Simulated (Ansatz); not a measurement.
Born–Oppenheimer molecular dynamics of a periodic cell of 36 atoms, Be (start crystal Be, start structure hcp, volume 1.15 times the crystal's). It goes on from the last frame of an earlier run, with new velocities.

Method: DFT LDA, scalar-relativistic, plane waves, PAW (Ansatz). Settings: cutoff 420 eV, k mesh 2x2x2, fermi-dirac smearing 0.36 eV, no spin polarisation.

```yaml
ensemble: NVT, Langevin thermostat
time_step: 0.75 fs
steps_asked: 160
set_temperature: 3360 K
friction: 0.02 /fs
temperature_schedule: 120 steps to 300 K, then 40 steps to 300 K
seed: 734290
```

Frames 3.75 fs apart, positions in Å.

Velocities at 15.0 fs (Å/ps):

```
Be 0.39 -15.17 37.52
Be 18.34 -0.10 9.81
Be 9.06 7.65 5.70
Be -11.98 30.83 0.26
Be -0.40 -9.15 12.45
Be -7.56 -34.30 2.52
Be 7.73 2.86 21.73
Be 6.74 17.84 -5.18
Be 0.66 16.77 -28.95
Be 3.98 -9.70 10.19
Be 6.43 -8.48 -46.75
Be -34.82 30.90 18.07
Be -27.06 21.93 7.44
Be 14.10 1.03 23.46
Be -12.59 0.53 5.34
Be -8.52 17.55 6.37
Be 17.75 23.42 -12.10
Be 34.08 -9.64 -7.95
Be -14.36 13.29 -22.04
Be 18.19 4.31 26.07
Be -12.55 23.88 11.48
Be -8.12 -10.91 20.68
Be -1.36 10.10 -4.02
Be 9.81 -11.78 11.91
Be 0.16 -20.05 -14.32
Be 24.57 1.45 3.65
Be -2.90 -3.94 7.30
Be -0.88 6.79 21.73
Be 36.81 -15.15 2.19
Be -29.41 22.67 -4.94
Be 4.64 -0.81 -5.80
Be 2.74 17.77 -30.60
Be 1.39 14.59 8.48
Be -6.48 -8.97 -9.82
Be -5.62 -2.70 14.88
Be 3.20 -0.45 -13.63
```

```xyz
36
Lattice="7.1976 0.0000 0.0000 -3.5988 6.2333 0.0000 0.0000 0.0000 7.5191" Properties=species:S:1:pos:R:3 time_fs=15.0 energy_less_start_eV=-1.404 T=2789
Be -0.329 0.077 -0.372
Be -0.228 2.263 1.226
Be 0.333 0.900 3.391
Be -0.587 2.247 6.046
Be -1.706 3.075 -0.069
Be -1.353 4.472 1.487
Be -1.451 2.778 2.509
Be -1.893 3.471 4.689
Be -2.512 5.042 -0.444
Be -2.024 6.614 1.336
Be -2.470 5.042 3.200
Be -2.955 6.234 5.191
Be 2.323 0.907 -0.127
Be 2.554 2.614 0.786
Be 2.289 0.429 3.420
Be 1.906 1.970 5.013
Be 1.882 4.353 -0.662
Be 1.064 4.023 1.377
Be 1.188 2.774 2.889
Be 0.345 4.148 5.318
Be 0.072 3.846 -0.220
Be 0.088 6.211 1.947
Be 0.697 4.973 3.715
Be -0.427 5.855 5.316
Be 5.337 1.227 -0.470
Be 4.488 1.841 1.079
Be 5.024 0.958 3.302
Be 4.835 1.409 5.440
Be 3.837 2.351 -0.486
Be 3.916 3.646 1.120
Be 3.695 2.177 3.755
Be 3.251 4.062 4.820
Be 0.756 5.645 0.045
Be 2.091 6.298 1.923
Be 2.804 4.601 3.167
Be 2.278 5.845 5.089
36
Lattice="7.1976 0.0000 0.0000 -3.5988 6.2333 0.0000 0.0000 0.0000 7.5191" Properties=species:S:1:pos:R:3 time_fs=18.8 energy_less_start_eV=-0.830 T=2431
Be -0.339 0.015 -0.235
Be -0.129 2.231 1.264
Be 0.375 0.910 3.409
Be -0.631 2.355 6.047
Be -1.736 3.062 -0.016
Be -1.367 4.367 1.485
Be -1.433 2.784 2.600
Be -1.880 3.522 4.682
Be -2.485 5.097 -0.545
Be -2.045 6.563 1.410
Be -2.454 5.011 3.034
Be -3.069 6.347 5.256
Be 2.249 0.998 -0.131
Be 2.567 2.633 0.883
Be 2.252 0.435 3.460
Be 1.897 2.040 5.027
Be 1.962 4.426 -0.674
Be 1.189 3.992 1.374
Be 1.149 2.835 2.824
Be 0.417 4.159 5.411
Be 0.002 3.910 -0.199
Be 0.051 6.184 2.014
Be 0.693 5.022 3.682
Be -0.411 5.826 5.353
Be 5.325 1.150 -0.498
Be 4.584 1.826 1.121
Be 4.977 0.944 3.324
Be 4.814 1.442 5.480
Be 3.968 2.292 -0.495
Be 3.844 3.746 1.100
Be 3.716 2.187 3.725
Be 3.276 4.125 4.724
Be 0.744 5.697 0.082
Be 2.077 6.279 1.867
Be 2.768 4.598 3.212
Be 2.264 5.866 5.050
36
Lattice="7.1976 0.0000 0.0000 -3.5988 6.2333 0.0000 0.0000 0.0000 7.5191" Properties=species:S:1:pos:R:3 time_fs=22.5 energy_less_start_eV=-2.440 T=2800
Be -0.342 -0.009 -0.072
Be -0.001 2.194 1.252
Be 0.365 0.924 3.427
Be -0.668 2.465 6.044
Be -1.784 3.088 0.018
Be -1.351 4.291 1.456
Be -1.450 2.789 2.722
Be -1.869 3.564 4.703
Be -2.448 5.135 -0.629
Be -2.091 6.521 1.520
Be -2.448 4.990 2.902
Be -3.111 6.446 5.325
Be 2.190 1.040 -0.215
Be 2.559 2.603 0.987
Be 2.235 0.454 3.504
Be 1.894 2.121 5.024
Be 2.051 4.474 -0.695
Be 1.314 3.980 1.378
Be 1.132 2.867 2.818
Be 0.470 4.122 5.507
Be -0.087 3.982 -0.180
Be 0.006 6.167 2.070
Be 0.714 5.082 3.661
Be -0.415 5.831 5.359
Be 5.326 1.075 -0.456
Be 4.668 1.788 1.210
Be 4.896 0.895 3.356
Be 4.788 1.500 5.437
Be 4.025 2.259 -0.524
Be 3.799 3.880 1.104
Be 3.710 2.222 3.664
Be 3.296 4.174 4.678
Be 0.708 5.795 0.134
Be 2.093 6.268 1.770
Be 2.690 4.604 3.180
Be 2.226 5.897 5.011
36
Lattice="7.1976 0.0000 0.0000 -3.5988 6.2333 0.0000 0.0000 0.0000 7.5191" Properties=species:S:1:pos:R:3 time_fs=26.2 energy_less_start_eV=-4.100 T=2860
Be -0.324 -0.024 0.089
Be 0.123 2.139 1.223
Be 0.318 0.932 3.440
Be -0.690 2.561 6.055
Be -1.828 3.114 0.063
Be -1.337 4.228 1.430
Be -1.461 2.763 2.857
Be -1.861 3.609 4.758
Be -2.413 5.130 -0.690
Be -2.162 6.505 1.630
Be -2.464 4.994 2.763
Be -3.124 6.519 5.394
Be 2.124 1.065 -0.339
Be 2.542 2.530 1.073
Be 2.225 0.515 3.554
Be 1.914 2.183 5.030
Be 2.143 4.503 -0.721
Be 1.447 4.011 1.386
Be 1.114 2.880 2.870
Be 0.518 4.081 5.617
Be -0.183 4.083 -0.163
Be -0.041 6.123 2.114
Be 0.727 5.139 3.659
Be -0.415 5.861 5.381
Be 5.368 1.034 -0.398
Be 4.729 1.752 1.320
Be 4.809 0.830 3.389
Be 4.758 1.538 5.351
Be 3.981 2.249 -0.546
Be 3.784 4.052 1.120
Be 3.674 2.290 3.602
Be 3.327 4.228 4.666
Be 0.687 5.896 0.203
Be 2.108 6.240 1.651
Be 2.619 4.617 3.078
Be 2.193 5.915 4.941
36
Lattice="7.1976 0.0000 0.0000 -3.5988 6.2333 0.0000 0.0000 0.0000 7.5191" Properties=species:S:1:pos:R:3 time_fs=30.0 energy_less_start_eV=-4.382 T=2635
Be -0.269 -0.032 0.212
Be 0.213 2.091 1.195
Be 0.235 0.925 3.435
Be -0.664 2.623 6.076
Be -1.844 3.147 0.117
Be -1.304 4.208 1.385
Be -1.470 2.708 2.963
Be -1.872 3.675 4.806
Be -2.370 5.081 -0.732
Be -2.232 6.529 1.737
Be -2.497 4.982 2.660
Be -3.106 6.600 5.451
Be 2.088 1.078 -0.467
Be 2.511 2.439 1.147
Be 2.220 0.559 3.591
Be 1.940 2.233 5.025
Be 2.227 4.506 -0.743
Be 1.574 4.096 1.390
Be 1.093 2.881 2.942
Be 0.570 4.053 5.699
Be -0.274 4.180 -0.161
Be -0.082 6.077 2.121
Be 0.721 5.185 3.655
Be -0.431 5.883 5.434
Be 5.436 1.013 -0.341
Be 4.781 1.730 1.429
Be 4.724 0.769 3.402
Be 4.743 1.559 5.246
Be 3.891 2.215 -0.605
Be 3.784 4.196 1.119
Be 3.591 2.362 3.548
Be 3.331 4.244 4.693
Be 0.693 5.997 0.237
Be 2.091 6.228 1.529
Be 2.534 4.656 2.952
Be 2.172 5.909 4.838
36
Lattice="7.1976 0.0000 0.0000 -3.5988 6.2333 0.0000 0.0000 0.0000 7.5191" Properties=species:S:1:pos:R:3 time_fs=33.8 energy_less_start_eV=-3.982 T=2645
Be -0.169 -0.078 0.272
Be 0.276 2.069 1.142
Be 0.140 0.925 3.425
Be -0.614 2.641 6.082
Be -1.849 3.187 0.160
Be -1.263 4.221 1.365
Be -1.498 2.680 3.079
Be -1.869 3.776 4.843
Be -2.315 5.026 -0.757
Be -2.274 6.594 1.816
Be -2.518 4.979 2.648
Be -3.092 6.711 5.510
Be 2.072 1.085 -0.585
Be 2.467 2.330 1.216
Be 2.193 0.602 3.612
Be 1.973 2.273 5.014
Be 2.319 4.497 -0.756
Be 1.650 4.183 1.375
Be 1.091 2.901 3.020
Be 0.639 4.007 5.728
Be -0.322 4.260 -0.186
Be -0.156 6.026 2.114
Be 0.724 5.202 3.663
Be -0.483 5.891 5.496
Be 5.502 1.025 -0.303
Be 4.798 1.738 1.542
Be 4.644 0.743 3.411
Be 4.774 1.592 5.130
Be 3.795 2.203 -0.679
Be 3.775 4.344 1.098
Be 3.510 2.460 3.494
Be 3.333 4.236 4.771
Be 0.650 6.087 0.246
Be 2.050 6.241 1.437
Be 2.453 4.683 2.803
Be 2.157 5.910 4.741
```

Of the whole run (120 fs, mean temperature of the second half 1377 K): The schedule's set-point averaged 558 K over the second half and the system 1377 K, so it lags behind the ramp. A run of 0.12 ps of so small a system gives no equilibrium averages. Limits of this set-up: coarse k mesh.

Time of the run: 10 min on 1 thread of Intel(R) Xeon(R) 6975P-C (Granite Rapids), with other jobs on the host, peak memory 0.7 GiB.
